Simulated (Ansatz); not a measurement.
**CH₃F₂InO: up Jacob's ladder to CCSD(T)**

One table from this session's results is given with a row withheld; the runs are named, their logs left out.

Method: functionals in def2-TZVPP, the program's frozen cores in correlated methods; program: Ansatz 0.2.0, Gaussian basis.

Plan: LDA (SPW92), PBE-D4, revPBE-D4, BLYP-D4, r2SCAN-D4, B97M-V, PBE0-D4, B3LYP-D4, r2SCANh-D4, r2SCAN0-D4, HSE06-D4, BHLYP-D4, CAM-B3LYP-D4, LC-ωPBE, ωB97X-V, ωB97M-V, B2PLYP, PBE-QIDH; CCSD(T)/def2-SVP; CCSD(T)/def2-TZVPP; MP2/def2-QZVPP; extrapolation to the limit; RPA on PBE.

## Structure used throughout

The geometry comes from an earlier relaxation with PBE0-D4 in a triple-zeta def2 set; it is a stationary point, not always the lowest conformer. In takes the def2 core potential; no spin-orbit term is included.

SMILES `O[CH2][In]([F])[F]`, 8 atoms, charge 0, spin multiplicity 1.

Atoms are counted from 1 here; the program's logs count them from 0.

Bond lengths: O1–C2 1.389 Å, O1–H6 0.966 Å, C2–In3 2.170 Å, C2–H7 1.095 Å, C2–H8 1.088 Å, In3–F4 1.982 Å, In3–F5 1.929 Å. Angles: C2–O1–H6 109.5°, O1–C2–In3 106.3°, O1–C2–H7 114.0°, O1–C2–H8 109.3°, In3–C2–H7 106.5°, In3–C2–H8 111.2°, H7–C2–H8 109.5°, C2–In3–F4 96.4°, C2–In3–F5 153.8°, F4–In3–F5 109.8°.

The first run:

in.yaml reads:

```yaml
crystal:
  periodic: [false, false, false]
  atoms:
    - {symbol: O, position_ang: [0.044068, -0.934284, 1.343005]}
    - {symbol: C, position_ang: [0.817466, -0.040162, 0.614712]}
    - {symbol: In, position_ang: [-0.491890, 0.807981, -0.894151]}
    - {symbol: F, position_ang: [-1.651841, -0.785940, -1.101815]}
    - {symbol: F, position_ang: [-1.105802, 2.217986, -2.057901]}
    - {symbol: H, position_ang: [-0.462672, -1.489829, 0.736915]}
    - {symbol: H, position_ang: [1.650962, -0.506100, 0.077968]}
    - {symbol: H, position_ang: [1.199699, 0.730348, 1.281276]}
basis:
  gaussian: {orbitals: def2-TZVPP}
hamiltonian: {xc: lda}
output: {orbitals: {seedname: orbitals}}
```

Run with:

```bash
$ ansatz run in.yaml --threads 2 --pin off --events-out ev --progress --plain --max-ram 32768MiB --backend cpu
```

Among the steps run: LDA; PBE-D4 (GGA); revPBE-D4 (GGA); BLYP-D4 (GGA); r2SCAN-D4 (meta-GGA); B97M-V (meta-GGA); PBE0-D4 (hybrid); B3LYP-D4 (hybrid); r2SCANh-D4 (hybrid); r2SCAN0-D4 (hybrid); HSE06-D4 (hybrid); BHLYP-D4 (hybrid); CAM-B3LYP-D4 (range-separated); LC-ωPBE (range-separated); ωB97X-V (range-separated); ωB97M-V (range-separated); B2PLYP (double hybrid); PBE-QIDH (double hybrid).

One of the session's tables, all rows but one given; the rest of the session is left out.

It belongs to the step «Frontier levels by functional». 

```
  functional  HOMO (eV)  LUMO (eV)  gap (eV)
 LDA (SPW92)      -6.90      -3.22      3.67
      PBE-D4      -6.63      -2.92      3.71
   revPBE-D4      -6.54      -2.79      3.75
     BLYP-D4      -6.57      -2.92      3.64
   r2SCAN-D4      -6.90      -2.71      4.19
      B97M-V      -6.90      -2.87      4.03
     PBE0-D4      -7.94      -2.09      5.85
    B3LYP-D4      -7.78      -2.44      5.34
  r2SCANh-D4      -7.40      -2.41      4.98
  r2SCAN0-D4      -8.14      -1.96      6.18
    HSE06-D4      -7.54      -2.45      5.09
    BHLYP-D4      -9.19      -1.34      7.85
CAM-B3LYP-D4      -9.30      -1.23      8.07
     LC-ωPBE     -10.47       0.07     10.55
     ωB97X-V          ?          ?         ?
     ωB97M-V     -10.11      -0.28      9.83
```

Q: Estimate the row for ωB97X-V from the others.

The run gave: HOMO (eV): -10.17; LUMO (eV): -0.08; gap (eV): 10.09. In the column «HOMO (eV)» it lies between LC-ωPBE (-10.47) and ωB97M-V (-10.11).
